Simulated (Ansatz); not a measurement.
# AlGaHO (quartet): the correlation ladder at a displaced geometry (v1), cc-pVDZ

One table from this session's results is given with a row withheld; the runs are named, their logs left out.

Computed with Ansatz 0.2.0, Gaussian basis. Level: cc-pVDZ, core rule «outside noble gas», up to 20 orbitals frozen.

Plan: UHF; CCSD(T) on ROHF; CCSD(T) on UHF; BCCD(T) on ROHF; CISD as a restricted active space (open shells left free, so some higher excitations enter); CCSDT(Q) on ROHF; CCSDT(Q) on UHF.

26 further runs of the same task are left out: 5 for a known fault of the program, 13 that didn't finish, 8 set aside as unsound or not needed. Runs told in other sessions of the task aren't counted.

### What is computed

The geometry is a PBE0/def2-TZVP stationary point (not a proven minimum) with its atoms shifted at random (size 0.040 Å). No spin-orbit coupling is included. The filled d shell of Ga may be among the frozen orbitals whatever the setting's name suggests.

4 atoms, charge 0, spin multiplicity 4.

Atoms are counted from 1 here; the program's logs count them from 0.

Bond lengths: Al1–Ga2 2.401 Å, Al1–H4 1.560 Å, Ga2–O3 1.866 Å. Angles: Ga2–Al1–H4 122.8°, Al1–Ga2–O3 164.8°.

As a file:

```tsv
atom	x (Å)	y (Å)	z (Å)
Al1	-0.0056	-0.2011	2.0471
Ga2	-0.0065	0.0997	-0.3353
O3	0.0415	-0.1577	-2.1832
H4	-0.0613	0.9925	3.0505
```

The first run:

Contents of in.yaml:

```yaml
crystal:
  periodic: [false, false, false]
  atoms:
    - {symbol: Al, position_ang: [-0.005627, -0.201089, 2.047140]}
    - {symbol: Ga, position_ang: [-0.006460, 0.099658, -0.335320]}
    - {symbol: O, position_ang: [0.041504, -0.157705, -2.183221]}
    - {symbol: H, position_ang: [-0.061273, 0.992547, 3.050525]}
basis:
  gaussian: {orbitals: cc-pVDZ}
magnetization: {spin_polarized: true, initial_magnetization: 3}
hamiltonian: {xc: hf}
output: {orbitals: {seedname: orbitals}}
```

Run with:

```bash
ansatz run in.yaml --threads 1 --pin off --events-out ev --progress --plain --max-ram 2393MiB
```

Steps of the session up to this table: UHF; CCSD(T) on ROHF; CCSD(T) on UHF; BCCD(T) on ROHF; CISD as a restricted active space (open shells left free, so some higher excitations enter); CCSDT(Q) on ROHF; CCSDT(Q) on UHF.

One of the session's tables, all rows but one given; the rest of the session is left out.

| method | from UCCSDT(Q) (meV) |
| --- | --- |
| ROHF | +7708.0 |
| UHF | +7505.7 |
| RMP2 | +1218.2 |
| UMP2 | +1224.4 |
| RCCSD | +287.4 |
| UCCSD | +281.6 |
| RCCSD(T) | +74.3 |
| UCCSD(T) | +73.0 |
| BCCD(T) | +73.6 |
| RCCSDT | ? |
| UCCSDT | +22.5 |
| RCCSDT(Q) | +5.9 |
| UCCSDT(Q) | 0 |

**Question.** Estimate the row for RCCSDT.

The run gave: from UCCSDT(Q) (meV): +25.1. In the column «from UCCSDT(Q) (meV)» it lies between UCCSDT (+22.5) and UCCSD(T) (+73.0).

Not comparable, so not listed: CISD as a restricted active space (open shells left free, so some higher excitations enter) (they don't share determinant, frozen orbitals or solution with the rows shown, or repeat one).

Caveats from the session: Restricted and unrestricted rows rest on different reference determinants; a gap between their highest levels can come from leftover correlation error, from unlike frozen cores or from another state.
